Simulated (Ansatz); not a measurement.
Runs of Ansatz 0.2.0 on GaSn. Symmetry: Fmmm, No. 69, orthorhombic system. The conventional cell has a = 5.459 Å, b = 5.806 Å, c = 6.196 Å, α = 90.00°, β = 90.00°, γ = 90.00°. Around Ga (site symmetry mmm) lie 6 Sn at 2.73 to 3.10 Å. Sn (site symmetry mmm) is surrounded by 6 Ga at 2.73 to 3.10 Å. The cell was built by a generator and needn't be a form met in nature.

| level | cell | cutoff (eV) | target pressure (GPa) | gap on the mesh (eV) | pressure (GPa) | relaxed volume (Å³/atom) |
| --- | --- | --- | --- | --- | --- | --- |
| PBEsol | relaxed to 5 GPa | 420 | 5 | none | 5.0 | - |
| PBEsol | relaxed to 2 GPa | 420 | 2 | none | 2.0 | - |
| r2SCAN | relaxed | 500 | - | none | 0.0 | 23.55 |
| PBEsol | relaxed to 10 GPa | 420 | 10 | none | 10.0 | - |
| PBEsol | relaxed | 420 | - | none | 0.0 | 23.08 |
| PBEsol | relaxed to 30 GPa | 420 | 30 | none | 30.0 | - |
| PBEsol | relaxed to 20 GPa | 420 | 20 | none | 20.0 | - |
| BLYP | relaxed | 420 | - | none | 0.0 | (a) |

Alike in all rows: task relaxation of cell and atoms; potentials or basis Ansatz PAW; no spin polarisation; k mesh 8 × 8 × 8; smearing fermi-dirac 0.05 eV.

Problem. Estimate the missing entries.

Solution. (a) 27.00.

Caveats: the plane-wave basis is chosen anew once the cell has moved, so the energies of steps on either side of that aren't comparable; the PAW data sets come from PBE, with cores solved anew for the run's functional, which leaves a small shift of forces and pressure; the volume moved by over 15 % at a fixed basis, so the end points are rough (some runs).

A k mesh can miss the band edges, and the runs leave out spin-orbit coupling on Ga, Sn.

A gap of «none» marks a metal or a gap under the smearing width.
